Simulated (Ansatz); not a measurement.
# CdSi: one candidate structure

Where does CdSi go from the start given, CuAu (L1_0) type (P4/mmm, No. 123)?

Method: DFT PBE, scalar-relativistic, plane waves, PAW, in Ansatz 0.2.0.

### 1 The starting structure

It takes space group P4/mmm (No. 123, tetragonal). Conventional cell: a = 3.139 Å, b = 3.139 Å, c = 4.115 Å, α = 90.00°, β = 90.00°, γ = 90.00°. Around Cd (site symmetry 4/mmm) lie 8 Si at 3.03 Å and 4 Cd at 3.14 Å. Around Si (site symmetry 4/mmm) lie 8 Cd at 3.03 Å.

Coordinates:

```cif
data_structure
_symmetry_space_group_name_H-M 'P 1'
_symmetry_Int_Tables_number 1
_cell_length_a 3.1394
_cell_length_b 3.1394
_cell_length_c 4.1149
_cell_angle_alpha 90.000
_cell_angle_beta 90.000
_cell_angle_gamma 90.000
_cell_volume 40.56
loop_
_atom_site_label
_atom_site_type_symbol
_atom_site_fract_x
_atom_site_fract_y
_atom_site_fract_z
_atom_site_occupancy
Cd1 Cd 0.50000 0.50000 0.50000 1
Si1 Si 0.00000 0.00000 0.00000 1
```

This is candidate A: CuAu (L1_0) type (P4/mmm, No. 123).

### 2 Quick check of gap, pressure and forces (candidate A)

Input file input.yaml:

```yaml
crystal:
  lattice:
    - [3.1394068011, 0.0, 0.0]
    - [0.0, 3.1394068011, 0.0]
    - [0.0, 0.0, 4.1148653429]
  atoms:
    - { symbol: Cd, position: [0.5, 0.5, 0.5] }
    - { symbol: Si, position: [0.0, 0.0, 0.0] }
basis:
  ecutwfc: 420
kpoints:
  mp_grid: { grid: [6, 6, 4] }
hamiltonian:
  xc: pbe
scf:
  occupations: { method: gaussian, width: 0.1 }
  lower_state_search: "off"
output:
  forces: true
  stress: true
  eigenvalues: true
```

What it wrote (excerpt; [...] marks lines left out):

```text
[...]
SCF converged after 6 iterations
Free energy (F): -8889.278229 eV
[...]
E sigma→0 (E₀):  -8889.273858 eV
Entropy (-TS):   -0.008742 eV (-4.371 meV/atom)
Fermi energy:    11.422928 eV
[...]
--- Forces (eV/Å), atoms counted from 1 ---
  atom   1  Cd     0.00000000     0.00000000     0.00000000
  atom   2  Si     0.00000000     0.00000000     0.00000000
[...]
--- Stress (GPa, compression-positive) ---
       -3.885931       0.000000       0.000000
        0.000000      -3.885931       0.000000
        0.000000       0.000000       3.700455
  P = ⅓ Tr σ = -1.3571 GPa (-13.571 kbar)
--- Band table (eV; the first three rows and the last of 30) ---
  k-point 0: bands = ["-91.6067", "-52.6623", "-52.6623", "-52.6396", "0.3930", "1.8607", "2.1052", "2.6718", "2.6718", "2.8241", "9.0443", "10.8631", "14.0709", "14.0709", "17.4604", "18.1297"]
[...]
```

It took 1.3 s on 1 thread of an Arm CPU, shared host; peak memory 0.28 GiB.

The probe gives pressure -1.4 GPa, largest force 0.00 eV/Å, gap on this mesh none (metal). By this gap the next run takes a mesh of 14×14×10.

### 3 The relaxation (candidate A)

Changes to input.yaml since step 2:

```diff
@@ -11,3 +11,3 @@
 kpoints:
-  mp_grid: { grid: [6, 6, 4] }
+  mp_grid: { grid: [14, 14, 10] }
 hamiltonian:
@@ -16,3 +16,2 @@
   occupations: { method: gaussian, width: 0.1 }
-  lower_state_search: "off"
 output:
@@ -21 +20,6 @@
   eigenvalues: true
+relax:
+  adjacent_minimum: "off"
+  f_tol: 0.01
+  max_steps: 80
+  cell: { stress_tol: 0.05 }
```

What it wrote:

```text
Warning: RAYON_NUM_THREADS=1 ignored (pool sized by the plan → 1); use --threads N
Engine: ansatz 0.2.0, aarch64-unknown-linux-gnu
Pseudopotentials: kind: paw
Pseudopotential: Cd, paw, valence charge 20, recommended cutoff 420 eV (normal), Cd.paw.azcp
Pseudopotential: Si, paw, valence charge 4, recommended cutoff 420 eV (normal), Si.paw.azcp
Functional definition: PBE
  parameter kappa = 0.804
  parameter beta = 0.06672455060314922
  exchange = pbe_x(kappa = kappa, mu = beta*pi^2/3)
  correlation = pbe_c(beta = beta)
Crystal: 2 atoms, lattice volume = 40.556 Å³
Basis set: ecut = 420 eV, 805 PW (Γ), exchange–correlation on 48×48×60 points (8 copies of the dense FFT grid, shifted against one another)
Bands: 16, of which v1, the nominal top of the filled ones, is band 12 counted from 1 (11 counted from 0)
Symmetry: 16 space group operations
Space group: P4/mmm (ITA 123), of the structure as read, at distance tolerance 3.4e-5 Å
k-points: 216 of 1960
Non-local potential: Cd, projectors of the file, l = 0: 3, l = 1: 2, l = 2: 2, l = 3: 1
Non-local potential: Si, projectors of the file, l = 0: 2, l = 1: 2, l = 2: 2
PAW form: soft (Blöchl's): semilocal exchange-correlation on the pseudo side does not see the compensation charge
PAW one-centre angular grid: Cd, 590 points (default); XC on 64 Gauss nodes
PAW one-centre angular grid: Si, 110 points (default); XC on 64 Gauss nodes
Initial density: superposition of atomic densities (neutral atoms: chi_scale 0, normalization atom), corrected by the library's trained network
Initial wavefunctions: pseudopotential atomic-orbital guess
Functional: x = pbe(κ = 0.804, μ = 0.2195149727645171), c = pbe(β = 0.06672455060314922)
SCF iter   1: F=—  HF=-8889.288490 eV  |F-HF|=—  |Δ(HF+E_count)|=         —  Δρ=1.57e-3  dr2=1.41e-3  ethr=1.77e-3  ⟨swp⟩=5.0  Hψ=16705  notcnv=0
preconditioner: auto → none  [metal: Δε(μ)=0.003 eV  Ē_g=11.271 eV  σ=0.100 eV  W_gap=0.02  n_scr=6 (ndim 8)  ℏωp=23.3 eV  f_vac=0.000  D(μ)=0.71/eV (n_scr^D=2)  sad-step TF]
SCF iter   2: F=—  HF=-8889.288799 eV  |F-HF|=—  |Δ(HF+E_count)|=   3.09e-4  Δρ=9.32e-4  dr2=4.91e-4  ethr=5.89e-6  ⟨swp⟩=2.7  Hψ=6844  notcnv=0
SCF iter   3: F=—  HF=-8889.288747 eV  |F-HF|=—  |Δ(HF+E_count)|=   5.19e-5  Δρ=4.06e-4  dr2=4.87e-5  ethr=2.05e-6  ⟨swp⟩=2.1  Hψ=4306  notcnv=0
SCF iter   4: F=—  HF=-8889.288746 eV  |F-HF|=—  |Δ(HF+E_count)|=   8.47e-7  Δρ=5.61e-5  dr2=7.52e-7  ethr=2.03e-7  ⟨swp⟩=2.1  Hψ=5646  notcnv=0
SCF iter   5: F=—  HF=-8889.288746 eV  |F-HF|=—  |Δ(HF+E_count)|=   2.49e-7  Δρ=1.32e-5  dr2=1.23e-7  ethr=3.13e-9  ⟨swp⟩=2.0  Hψ=5799  notcnv=0
SCF iter   6: F=-8889.288746 eV  HF=-8889.288746 eV  |F-HF|=8.29e-10  |Δ(HF+E_count)|=   3.15e-8  Δρ=2.84e-6  dr2=2.82e-9  ethr=4.17e-10  ⟨swp⟩=4.7  Hψ=11208  notcnv=0
SCF 1 converged in 6 iterations: F = -8889.288746 eV  dr2 = 2.82e-9
relax step   1: F+E_penalty+E_count = -8889.28874601 eV  Δ(F+E_penalty+E_count) = +0.000e0 eV  max|allowed force component| = 3.205e-30 eV/Å  Δτ_max = 0.0000 Å  P = -1.666 GPa  Ω = 40.556 Å³  (6 SCF iters, dr2 threshold 1.00e-7 eV, accepted)
Crystal: 2 atoms, lattice volume = 39.094 Å³
Basis set: ecut = 420 eV, 757 PW (Γ), exchange–correlation on 48×48×60 points (8 copies of the dense FFT grid, shifted against one another)
Initial density: handed on by an earlier stage of this run
Initial wavefunctions: those handed on with the density
iter 1 solved again at ethr=9.92e-6 eV; its pass at ethr=3.10e-3 eV (dr2=2.38e-3 eV) is discarded
SCF iter   1: F=—  HF=-8889.298962 eV  |F-HF|=—  |Δ(HF+E_count)|=         —  Δρ=1.80e-3  dr2=2.42e-3  ethr=9.92e-6  ⟨swp⟩=1.0  Hψ=20863  notcnv=0
preconditioner: auto → none  [metal: Δε(μ)=0.035 eV  Ē_g=11.399 eV  σ=0.100 eV  W_gap=0.19  n_scr=6 (ndim 8)  ℏωp=23.8 eV  f_vac=0.000  D(μ)=0.71/eV (n_scr^D=2)]
SCF iter   2: F=—  HF=-8889.298367 eV  |F-HF|=—  |Δ(HF+E_count)|=   5.95e-4  Δρ=1.05e-3  dr2=4.56e-4  ethr=9.92e-6  ⟨swp⟩=2.0  Hψ=5120  notcnv=0
SCF iter   3: F=—  HF=-8889.298215 eV  |F-HF|=—  |Δ(HF+E_count)|=   1.51e-4  Δρ=2.67e-4  dr2=2.15e-5  ethr=1.90e-6  ⟨swp⟩=2.0  Hψ=5059  notcnv=0
SCF iter   4: F=—  HF=-8889.298259 eV  |F-HF|=—  |Δ(HF+E_count)|=   4.35e-5  Δρ=6.01e-5  dr2=1.10e-6  ethr=8.96e-8  ⟨swp⟩=2.0  Hψ=4792  notcnv=0
SCF iter   5: F=-8889.298258 eV  HF=-8889.298258 eV  |F-HF|=4.30e-9  |Δ(HF+E_count)|=   2.68e-7  Δρ=8.08e-6  dr2=1.66e-8  ethr=8.33e-10  ⟨swp⟩=5.1  Hψ=15501  notcnv=0
SCF 2 converged in 5 iterations: F = -8889.298258 eV  dr2 = 1.66e-8
relax step   2: F+E_penalty+E_count = -8889.29825842 eV  Δ(F+E_penalty+E_count) = -9.512e-3 eV  max|allowed force component| = 3.743e-28 eV/Å  Δτ_max = 0.0000 Å  P = +0.542 GPa  Ω = 39.094 Å³  energy of the carried Pulay correction = +3.922e-4 eV  (5 SCF iters, dr2 threshold 2.00e-7 eV, accepted)
Crystal: 2 atoms, lattice volume = 39.308 Å³
iter 1 solved again at ethr=3.70e-7 eV; its pass at ethr=3.10e-3 eV (dr2=8.89e-5 eV) is discarded
SCF iter   1: F=—  HF=-8889.299583 eV  |F-HF|=—  |Δ(HF+E_count)|=         —  Δρ=3.81e-4  dr2=8.14e-5  ethr=3.70e-7  ⟨swp⟩=2.0  Hψ=21251  notcnv=0
preconditioner: auto → none  [metal: Δε(μ)=0.043 eV  Ē_g=11.420 eV  σ=0.100 eV  W_gap=0.23  n_scr=6 (ndim 8)  ℏωp=23.7 eV  f_vac=0.000  D(μ)=0.68/eV (n_scr^D=2)]
SCF iter   2: F=—  HF=-8889.299571 eV  |F-HF|=—  |Δ(HF+E_count)|=   1.20e-5  Δρ=2.06e-4  dr2=1.49e-5  ethr=3.39e-7  ⟨swp⟩=2.0  Hψ=5141  notcnv=0
SCF iter   3: F=—  HF=-8889.299567 eV  |F-HF|=—  |Δ(HF+E_count)|=   3.99e-6  Δρ=6.99e-5  dr2=1.23e-6  ethr=6.19e-8  ⟨swp⟩=2.0  Hψ=5110  notcnv=0
SCF iter   4: F=-8889.299567 eV  HF=-8889.299567 eV  |F-HF|=3.69e-8  |Δ(HF+E_count)|=   1.50e-7  Δρ=1.85e-5  dr2=5.86e-8  ethr=8.33e-10  ⟨swp⟩=5.1  Hψ=15434  notcnv=0
SCF 3 converged in 4 iterations: F = -8889.299567 eV  dr2 = 5.86e-8
relax step   3: F+E_penalty+E_count = -8889.29956748 eV  Δ(F+E_penalty+E_count) = -1.309e-3 eV  max|allowed force component| = 2.524e-29 eV/Å  Δτ_max = 0.0000 Å  P = +0.137 GPa  Ω = 39.308 Å³  energy of the carried Pulay correction = +3.314e-4 eV  (4 SCF iters, dr2 threshold 2.00e-7 eV, accepted)
Crystal: 2 atoms, lattice volume = 39.377 Å³
iter 1 solved again at ethr=7.54e-8 eV; its pass at ethr=3.10e-3 eV (dr2=1.81e-5 eV) is discarded
SCF iter   1: F=—  HF=-8889.299643 eV  |F-HF|=—  |Δ(HF+E_count)|=         —  Δρ=1.45e-4  dr2=1.05e-5  ethr=7.54e-8  ⟨swp⟩=2.0  Hψ=20262  notcnv=0
preconditioner: auto → none  [metal: Δε(μ)=0.045 eV  Ē_g=11.407 eV  σ=0.100 eV  W_gap=0.24  n_scr=6 (ndim 8)  ℏωp=23.7 eV  f_vac=0.000  D(μ)=0.69/eV (n_scr^D=2)]
SCF iter   2: F=—  HF=-8889.299649 eV  |F-HF|=—  |Δ(HF+E_count)|=   5.68e-6  Δρ=7.85e-5  dr2=1.92e-6  ethr=4.38e-8  ⟨swp⟩=2.0  Hψ=5148  notcnv=0
SCF iter   3: F=—  HF=-8889.299649 eV  |F-HF|=—  |Δ(HF+E_count)|=   3.92e-7  Δρ=3.06e-5  dr2=2.36e-7  ethr=8.02e-9  ⟨swp⟩=2.0  Hψ=5151  notcnv=0
SCF iter   4: F=-8889.299649 eV  HF=-8889.299649 eV  |F-HF|=8.24e-9  |Δ(HF+E_count)|=   4.12e-8  Δρ=1.07e-5  dr2=2.38e-8  ethr=8.33e-10  ⟨swp⟩=4.5  Hψ=11726  notcnv=0
SCF 4 converged in 4 iterations: F = -8889.299649 eV  dr2 = 2.38e-8
relax step   4: F+E_penalty+E_count = -8889.29964863 eV  Δ(F+E_penalty+E_count) = -8.114e-5 eV  max|allowed force component| = 8.914e-29 eV/Å  Δτ_max = 0.0000 Å  P = +0.012 GPa  Ω = 39.377 Å³  energy of the carried Pulay correction = +3.115e-4 eV  (4 SCF iters, dr2 threshold 2.00e-7 eV, accepted)
Initial wavefunctions: pseudopotential atomic-orbital guess (no wavefunctions were taken with the density)
iter 1 solved again at ethr=3.97e-9 eV; its pass at ethr=3.10e-3 eV (dr2=9.52e-7 eV) is discarded
SCF iter   1: F=—  HF=-8889.299334 eV  |F-HF|=—  |Δ(HF+E_count)|=         —  Δρ=7.71e-5  dr2=3.94e-7  ethr=3.97e-9  ⟨swp⟩=3.8  Hψ=26558  notcnv=0
preconditioner: auto → none  [metal: Δε(μ)=0.043 eV  Ē_g=11.405 eV  σ=0.100 eV  W_gap=0.23  n_scr=6 (ndim 8)  ℏωp=23.7 eV  f_vac=0.000  D(μ)=0.69/eV (n_scr^D=2)]
SCF iter   2: F=—  HF=-8889.299342 eV  |F-HF|=—  |Δ(HF+E_count)|=   8.21e-6  Δρ=3.54e-5  dr2=1.11e-7  ethr=1.64e-9  ⟨swp⟩=2.0  Hψ=5409  notcnv=0
SCF iter   3: F=—  HF=-8889.299342 eV  |F-HF|=—  |Δ(HF+E_count)|=   1.28e-7  Δρ=1.37e-5  dr2=3.37e-8  ethr=4.61e-10  ⟨swp⟩=2.0  Hψ=5112  notcnv=0
SCF iter   4: F=—  HF=-8889.299342 eV  |F-HF|=—  |Δ(HF+E_count)|=   6.48e-9  Δρ=2.27e-6  dr2=1.02e-9  ethr=1.40e-10  ⟨swp⟩=2.3  Hψ=5457  notcnv=0
SCF iter   5: F=—  HF=-8889.299342 eV  |F-HF|=—  |Δ(HF+E_count)|=  6.44e-10  Δρ=8.38e-7  dr2=7.62e-11  ethr=4.27e-12  ⟨swp⟩=2.4  Hψ=4561  notcnv=0
SCF iter   6: F=-8889.299342 eV  HF=-8889.299342 eV  |F-HF|=1.82e-12  |Δ(HF+E_count)|=  1.46e-10  Δρ=5.89e-8  dr2=5.93e-13  ethr=1.00e-12  ⟨swp⟩=5.1  Hψ=13239  notcnv=0
SCF 5 converged in 6 iterations: F = -8889.299342 eV  dr2 = 5.93e-13
relax step   5: F+E_penalty+E_count = -8889.29934228 eV  Δ(F+E_penalty+E_count) = +3.063e-4 eV  max|allowed force component| = 1.018e-28 eV/Å  Δτ_max = 0.0000 Å  P = +0.010 GPa  Ω = 39.377 Å³  stress off target by 1.68e-2 GPa  SCF on the basis re-selected at this cell (its energy is not comparable with the rows above)  (6 SCF iters)
basis re-selected at this cell: Δ(F+E_penalty+E_count) = +3.063e-4 eV, ΔP = -0.001 GPa vs the last step (what re-selecting the basis moved, of the pressure what is left beyond the Pulay correction that the steps carried, after the strain that the cell walked since its last selection, with what the two solves' SCF thresholds leave and, on support functions, any second-order correction that the steps lacked; it is no measure of the basis error at this ecutwfc). This SCF's stress stands 1.68e-2 GPa from its target on what of the cell is left free (relax.cell.stress_tol is 5.00e-2 GPa) and its largest allowed force component is 1.02e-28 eV/Å (relax.f_tol is 1.00e-2 eV/Å): within both
SCF converged after 6 iterations
Free energy (F): -8889.299342 eV
Harris-Foulkes:  -8889.299342 eV  (|F-HF|=1.82e-12)
Internal energy: -8889.295878 eV  (E = F + TS)
E sigma→0 (E₀):  -8889.297610 eV
Entropy (-TS):   -0.003465 eV (-1.732 meV/atom)
Fermi energy:    11.731625 eV
--- Per-component energies (eV) ---
  E_band       = -425.023645
  E_kinetic    = 542.288791
  E_local      = -3673.707762  (includes V_loc(G=0)·N_el)
  E_nonlocal   = 58.353309
  E_hartree    = 1728.130839
  E_xc         = -231.758995
  E_vxc        = -268.103378  (∫ρ·V_xc dr)
  E_paw        = -4594.090516  (= ΣΔE_a)
  E_vpaw       = -540.116298  (= ΣTr[D̂ρ^β])
  E_aug_tail   = 0.000022  (compensation charges beyond the density's cutoff)
  E_ewald      = -2718.511564
  E_smearing   = -0.003465  (= −TS)
  E_closure    = 0.000000  (closes the sum)
  Σ components = -8889.299342   (vs F -8889.299342, Δ=0.00e0)
--- Forces (eV/Å), atoms counted from 1 ---
  atom   1  Cd     0.00000000    -0.00000000    -0.00000000
  atom   2  Si    -0.00000000     0.00000000     0.00000000
  max |Σ_I F_I| component: 2.00e-28 eV/Å
--- Stress (GPa, compression-positive) ---
        0.016785       0.000000       0.000000
        0.000000       0.016785       0.000000
        0.000000       0.000000      -0.002517
  P = ⅓ Tr σ = 0.0104 GPa (0.104 kbar)
--- Band table (eV; the first three rows and the last of 216) ---
  k-point 0: bands = ["-91.2525", "-52.3033", "-52.3033", "-52.2918", "0.6436", "2.1279", "2.3952", "3.0451", "3.0451", "3.2299", "9.1416", "10.9782", "14.9129", "14.9129", "18.0898", "19.0848"]
  k-point 1: bands = ["-91.2525", "-52.3033", "-52.3033", "-52.2918", "0.7250", "2.1294", "2.3991", "3.0403", "3.0403", "3.2302", "8.2304", "12.0331", "14.9960", "14.9960", "18.0775", "19.1096"]
  k-point 2: bands = ["-91.2525", "-52.3033", "-52.3033", "-52.2919", "0.9629", "2.1335", "2.4087", "3.0279", "3.0279", "3.2308", "6.9163", "13.7768", "15.2326", "15.2326", "18.0450", "19.1798"]
  k-point 215: bands = ["-91.2501", "-52.3252", "-52.3252", "-52.2884", "2.1388", "2.4130", "2.4130", "3.1655", "3.5695", "7.4238", "10.5412", "10.5412", "12.4481", "12.4481", "12.6398", "12.9000"]
--- Relaxed structure (4 steps of the walk, 4 accepted, 1 SCFs on fresh bases) ---
  F+E_penalty+E_count = -8889.29934228 eV   max|allowed force component| = 1.018e-28 eV/Å   (the final SCF, on the basis selected at the relaxed cell)
  cell:  # Å, volume = 39.3773 Å³
    - [3.073791783123937, 0.0, 0.0]
    - [0.0, 3.073791783123937, 0.0]
    - [0.0, 0.0, 4.167700454237125]
  atoms:
    - { symbol: Cd, position: [0.49999999999999994, 0.49999999999999994, 0.5] }
    - { symbol: Si, position: [-5.9909119157691186e-36, 2.396364766307647e-37, 0.0] }
```

Run time: 38 s. Hardware: 1 thread of an Arm CPU, shared host; peak memory 0.41 GiB.

The steps of the relaxation:

| step | E - E(step 1) (eV/cell) | largest force component (eV/Å) | pressure (GPa) | volume (Å³) |
| --- | --- | --- | --- | --- |
| 1 | 0.0000 | 0.0000 | -1.67 | 40.56 |
| 2 | -0.0095 | 0.0000 | 0.54 | 39.09 |
| 3 | -0.0108 | 0.0000 | 0.14 | 39.31 |
| 4 | -0.0109 | 0.0000 | 0.01 | 39.38 |
| 5 | -0.0106 | 0.0000 | 0.01 | 39.38 |

Step 1 is the start. Step 5 repeats the geometry before it on a plane-wave basis chosen anew for that cell, so its energy need not be comparable with the rows above.

|  | before | after | change |
| --- | --- | --- | --- |
| a (Å) | 3.139 | 3.074 | -2.1 % |
| b (Å) | 3.139 | 3.074 | -2.1 % |
| c (Å) | 4.115 | 4.168 | +1.3 % |
| volume (Å³/atom) | 20.28 | 19.69 | -2.9 % |
| shortest distance (Å) | 3.027 | 3.011 | -0.5 % |
| space group (0.01 Å) | P4/mmm | P4/mmm | same |

Forces and stress were held to the start's 16 operations: a distortion of lower symmetry was not tested.

### 4 What came out

Formation energies count from the elements, computed with the same settings in runs not shown here.

Rows marked E are candidates relaxed earlier by the same steps.

```
candidate                                     start  space group at the end  atoms  volume (Å³/atom)  energy above the lowest (meV/atom)  gap on the mesh (eV)  formation energy (eV/atom)
       E2              LiO type (P6_3/mmc, No. 194)                P6_3/mmc      8             21.72                                 0.0                  0.00                      +0.378
        A        CuAu (L1_0) type (P4/mmm, No. 123)                  P4/mmm      2             19.69                               104.3                  0.00                      +0.482
       E1  nickel arsenide type (P6_3/mmc, No. 194)                P6_3/mmc      4             21.91                               185.7                  0.00                      +0.563
```

E2 (P6_3/mmc) is lowest, 104 meV/atom under A. The ranking holds among these candidates alone. The lowest formation energy here, +0.38 eV/atom, is positive, so the elements lie lower than the structures tried; another structure of the compound can lie lower.
